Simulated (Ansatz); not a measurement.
Consider a ranking of polymorphs by energy of 2 structures of YSn3 (the Python package of Ansatz (0.2.0)).

`polymorphs_ysn3.py`:
```python
import ansatz as az
import numpy as np
import spglib
from tabulate import tabulate

CUTOFF = 470
KSPACING = 0.16
SMEARING = 'cold'
SMEARING_WIDTH = 0.1

PHASES = {
    'Pm-3m': (
        [[4.666, 0.0, 0.0], [0.0, 4.666, 0.0], [0.0, 0.0, 4.666]],
        [
            ('Y', [0.0, 0.0, 0.0]),
            ('Sn', [0.0, 0.5, 0.5]),
            ('Sn', [0.5, 0.0, 0.5]),
            ('Sn', [0.5, 0.5, 0.0]),
        ],
    ),
    'Fm-3m': (
        [[0.0, 3.820788, 3.820788], [3.820788, 0.0, 3.820788], [3.820788, 3.820788, 0.0]],
        [
            ('Y', [0.0, 0.0, 0.0]),
            ('Sn', [0.5, 0.5, 0.5]),
            ('Sn', [0.25, 0.25, 0.25]),
            ('Sn', [0.75, 0.75, 0.75]),
        ],
    ),
}


def build(vectors, sites):
    crystal = az.Crystal(lattice=az.Lattice.of(vectors))
    for symbol, position in sites:
        crystal = crystal.atom(symbol, position)
    return crystal


def solve(name, crystal):
    calc = (
        crystal.calculation()
        .functional(az.Functional.PBESOL)
        .basis(CUTOFF)
        .kpoints(spacing=KSPACING)
        .occupations(SMEARING, width=SMEARING_WIDTH)
        .stress()
        .band_table()
    )
    calc = calc.relax(force_tolerance=0.01, max_steps=40, fix_cell=['shape'])
    return calc.run(threads=1, pin='off')


def volume_per_atom(outcome):
    return abs(np.linalg.det(outcome.lattice.cell_ang)) / len(outcome.lattice.sites)


def space_group(outcome):
    sites = outcome.report['lattice']['sites']
    kinds = sorted({site['symbol'] for site in sites})
    cell = (outcome.lattice.cell_ang, [site['position_frac'] for site in sites], [kinds.index(site['symbol']) for site in sites])
    return spglib.get_spacegroup(cell, symprec=0.01)

phases = {name: build(*cell) for name, cell in PHASES.items()}

done = {}
for name, crystal in phases.items():
    try:
        done[name] = solve(name, crystal)
    except az.NonConvergedError as error:
        print(name, 'did not converge:', str(error)[:120])

energy = {name: o.report['energy_sigma0_ev'] / len(o.lattice.sites) for name, o in done.items()}
lowest = min(energy.values())
rows = [(name, len(o.lattice.sites), 1000 * (energy[name] - lowest), volume_per_atom(o), space_group(o)) for name, o in done.items()]
rows.sort(key=lambda row: row[2])
print(tabulate(rows, headers=['phase', 'atoms', 'dE (meV/atom)', 'V (A^3/atom)', 'space group'], floatfmt='.4f', tablefmt='simple'))
```

Which of these structures comes out lowest, and how far apart are they?

By space group at the end of each run: Pm-3m (+0 meV an atom, 25.1 Å³) and Fm-3m (+273 meV an atom, 26.7 Å³).

What the script printed:

```console
$ python polymorphs_ysn3.py
phase      atoms    dE (meV/atom)    V (A^3/atom)  space group
-------  -------  ---------------  --------------  -------------
Pm-3m          4           0.0000         25.0502  Pm-3m (221)
Fm-3m          4         272.5396         26.6670  Fm-3m (225)
```

Caveats:
- Atoms and volume are relaxed with the cell's shape held, which in cells of lower than cubic symmetry can hide stresses and shift volumes.
- The cells come from databases of deposited and of computed structures, and not all need be stable phases.
- The ranking holds among these structures alone, at zero temperature; the ground state may be another structure. Differences under 10 to 15 meV an atom lie within the error of mesh and functional.
- Hardware and time: 72 s on 1 thread of Arm Neoverse V2 (shared host), peak memory 0.55 GiB.
